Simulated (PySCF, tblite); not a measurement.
**C8H17Cl: infrared bands and NMR shifts**

Wanted: the infrared bands and NMR shifts of C8H17Cl (`CC[C@@H](C)[C@@H](Cl)C(C)C`), by calculation.

Programs: tblite 0.8.0 and PySCF 2.14.0, with density-fitted response routines of our own. Each step states its level of theory. These are calculated values for one molecule in the gas phase, unless marked as measured. Atoms count from 0, in the outputs and in this text.

### 1 The starting structure

26 atoms, charge 0, multiplicity 1; geometry from: GFN2-xTB.

Bonds of the start (Å): C0–C1 1.52, C1–C2 1.53, C2–C3 1.53, C2–C4 1.53, C4–Cl5 1.80, C4–C6 1.53, C6–C7 1.53, C6–C8 1.53, C0–H9 1.09, C0–H10 1.09, C0–H11 1.09, C1–H12 1.09, C1–H13 1.09, C2–H14 1.10, C3–H15 1.09, C3–H16 1.09, C3–H17 1.09, C4–H18 1.10, C6–H19 1.09, C7–H20 1.09, C7–H21 1.09, C7–H22 1.09, C8–H23 1.09, C8–H24 1.09, C8–H25 1.09.

### 2 Vibrational analysis with GFN2-xTB

What the job is given:

```
{"job": {"kind": "ir", "xc": "GFN2-xTB", "basis": "xTB"}, "charge": 0, "multiplicity": 1}
C      2.744592    -1.260194    -0.030211
C      1.465275    -0.650615    -0.591514
C      0.825750     0.379263     0.346758
C      1.734928     1.591571     0.554538
C     -0.550557     0.841559    -0.150729
Cl    -0.351950     1.648341    -1.742846
C     -1.633896    -0.235387    -0.292536
C     -2.977950     0.415511    -0.621834
C     -1.772633    -1.060164     0.987281
H      3.094175    -2.054708    -0.685379
H      2.568010    -1.683647     0.956767
H      3.534435    -0.518678     0.047681
H      1.680929    -0.174886    -1.549356
H      0.752791    -1.456990    -0.773406
H      0.665807    -0.088824     1.324118
H      1.989319     2.046932    -0.399212
H      2.652707     1.299360     1.056171
H      1.237403     2.338592     1.170009
H     -0.919869     1.625559     0.518800
H     -1.364075    -0.900603    -1.118701
H     -3.735406    -0.348530    -0.778925
H     -2.906873     1.017023    -1.523917
H     -3.299199     1.055859     0.197640
H     -2.633117    -1.719447     0.902491
H     -1.925777    -0.408611     1.845088
H     -0.895862    -1.675673     1.166727
```

**Question.** This job is followed by: GIAO PBE0/pcSseg-1 NMR shielding, non-relativistic, gas phase. Predict these results of the whole session: strongest single infrared mode (GFN2-xTB); zero-point energy (GFN2-xTB); 13C shifts against TMS (PBE0/pcSseg-1); 1H shifts against TMS (PBE0/pcSseg-1, means over atoms taken as alike); 35Cl shifts against HCl (PBE0/pcSseg-1).

**Answer**, as computed:

| quantity | value |
| --- | --- |
| strongest single infrared mode (GFN2-xTB) | 3041 cm⁻¹, 69 km/mol |
| zero-point energy (GFN2-xTB) | 146.6 kcal/mol |
| 13C shifts against TMS (PBE0/pcSseg-1) | 81.9, 40.9, 37.5, 24.9, 23.8, 20.8, 20.1, 13.9 ppm |
| 1H shifts against TMS (PBE0/pcSseg-1, means over atoms taken as alike) | 3.24, 1.80, 1.58, 1.53, 1.41, 1.25, 1.14, 0.98, 0.90 ppm |
| 35Cl shifts against HCl (PBE0/pcSseg-1) | 104 ppm |

No mode is imaginary among the 72: a minimum at this level. GFN2-xTB is a fitted tight-binding method: band positions and strengths are rough. Its intensities can rank the bands wrongly. C4 (sp3 CH bonded to Cl) lies farthest downfield among carbon, at 81.9 ppm; pulled downfield by the heteroatom. The most deshielded hydrogen is H18 (hydrogen on an sp3 CH bonded to Cl), at 3.24 ppm: its carbon carries Cl, hence the downfield position. At PBE0/pcSseg-1: Shielding is most anisotropic at Cl5 (span 354 ppm, paramagnetic term -305 ppm).
